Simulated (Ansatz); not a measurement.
# SiGeH₄ (singlet): from Hartree-Fock to the top rungs at a displaced geometry (v1), cc-pVDZ

How much of the correlation energy of SiGeH₄ (singlet) does each wave-function method recover here?

Computed with Ansatz 0.2.0, Gaussian basis. Level: cc-pVDZ, core rule «outside noble gas», up to 19 orbitals frozen.

Plan: UHF; CCSD(T) on RHF; CCSD(T) on UHF; BCCD(T) on RHF; CISD; CCSDT(Q) on RHF; CCSDT(Q) on UHF; CASSCF and MRCISD+Q, 8 electrons in 8 orbitals; CASSCF and NEVPT4(SD), 8 electrons in 8 orbitals; CASSCF and NEVPT2, 8 electrons in 8 orbitals.

10 further runs of the same task are left out: 3 that didn't finish, 7 set aside as unsound or not needed.

## Step 1: The system

The geometry is a PBE0/def2-TZVP stationary point (not a proven minimum) with its atoms shifted at random (size 0.040 Å). No spin-orbit coupling is included. The filled d shell of Ge may be among the frozen orbitals whatever the setting's name suggests; the logs give the count.

6 atoms, charge 0, spin multiplicity 1.

Atoms are counted from 1 here; the program's logs count them from 0.

Bond lengths: Si1–Ge2 2.440 Å, Si1–H3 1.570 Å, Ge2–H4 1.552 Å, Ge2–H5 1.495 Å, Ge2–H6 1.580 Å. Angles: Ge2–Si1–H3 87.2°, Si1–Ge2–H4 115.1°, Si1–Ge2–H5 112.7°, Si1–Ge2–H6 111.1°, H4–Ge2–H5 108.6°, H4–Ge2–H6 104.7°, H5–Ge2–H6 103.8°.

Coordinates:

```
Si    0.0013   -0.0819    1.7787
Ge    0.0010    0.0082   -0.6597
H     0.0511    1.4870    1.7599
H    -0.0852   -1.3695   -1.3684
H     1.1738    0.7555   -1.2086
H    -1.2448    0.8162   -1.1988
```

## Step 2: UHF

Contents of in.yaml:

```yaml
crystal:
  periodic: [false, false, false]
  atoms:
    - {symbol: Si, position_ang: [0.001279, -0.081919, 1.778661]}
    - {symbol: Ge, position_ang: [0.000965, 0.008235, -0.659731]}
    - {symbol: H, position_ang: [0.051097, 1.486966, 1.759913]}
    - {symbol: H, position_ang: [-0.085199, -1.369542, -1.368355]}
    - {symbol: H, position_ang: [1.173755, 0.755524, -1.208550]}
    - {symbol: H, position_ang: [-1.244802, 0.816156, -1.198765]}
basis:
  gaussian: {orbitals: cc-pVDZ}
magnetization: {spin_polarized: true, initial_magnetization: 0}
hamiltonian: {xc: hf}
output: {orbitals: {seedname: orbitals}}
```

Started as:

```sh
> ansatz run in.yaml --threads 1 --pin off --events-out ev --progress --plain --max-ram 2393MiB
```

After this run come: CCSD(T) on RHF; CCSD(T) on UHF; BCCD(T) on RHF; CISD; CCSDT(Q) on RHF; CCSDT(Q) on UHF; CASSCF and MRCISD+Q, 8 electrons in 8 orbitals; CASSCF and NEVPT4(SD), 8 electrons in 8 orbitals; CASSCF and NEVPT2, 8 electrons in 8 orbitals.

Q: Predict the results of all the runs planned. Wanted: RCCSDT(Q) below the RHF energy; RMP2 from RCCSDT(Q); UMP2 from RCCSDT(Q); RCCSD from RCCSDT(Q); RCCSD(T) from RCCSDT(Q); UCCSD(T) from RCCSDT(Q); UCCSDT(Q) from RCCSDT(Q); NEVPT2 frontier from RCCSDT(Q); NEVPT4(SD) frontier from RCCSDT(Q).

The runs gave:

| quantity | value |
| --- | --- |
| RCCSDT(Q) below the RHF energy | -6.4808 eV |
| RMP2 from RCCSDT(Q) | +34.69 kcal/mol |
| UMP2 from RCCSDT(Q) | +37.97 kcal/mol |
| RCCSD from RCCSDT(Q) | +4.71 kcal/mol |
| RCCSD(T) from RCCSDT(Q) | +0.96 kcal/mol |
| UCCSD(T) from RCCSDT(Q) | +1.16 kcal/mol |
| UCCSDT(Q) from RCCSDT(Q) | +0.01 kcal/mol |
| NEVPT2 frontier from RCCSDT(Q) | +32.10 kcal/mol |
| NEVPT4(SD) frontier from RCCSDT(Q) | +5.42 kcal/mol |
| MRCISD+Q frontier from RCCSDT(Q) | +1.04 kcal/mol |
| levels within 1 kcal/mol (43 meV) | RCCSD(T), BCCD(T), RCCSDT, UCCSDT, UCCSDT(Q) |
| T1 diagnostic | 0.015 |

RCCSD(T) lands +0.96 kcal/mol from the yardstick (0.6 % of the correlation energy). Of the multireference levels listed MRCISD+Q frontier comes nearest in total energy (+1.04 kcal/mol), which doesn't show that its space is the better one. These misses are within one basis, not against nature.
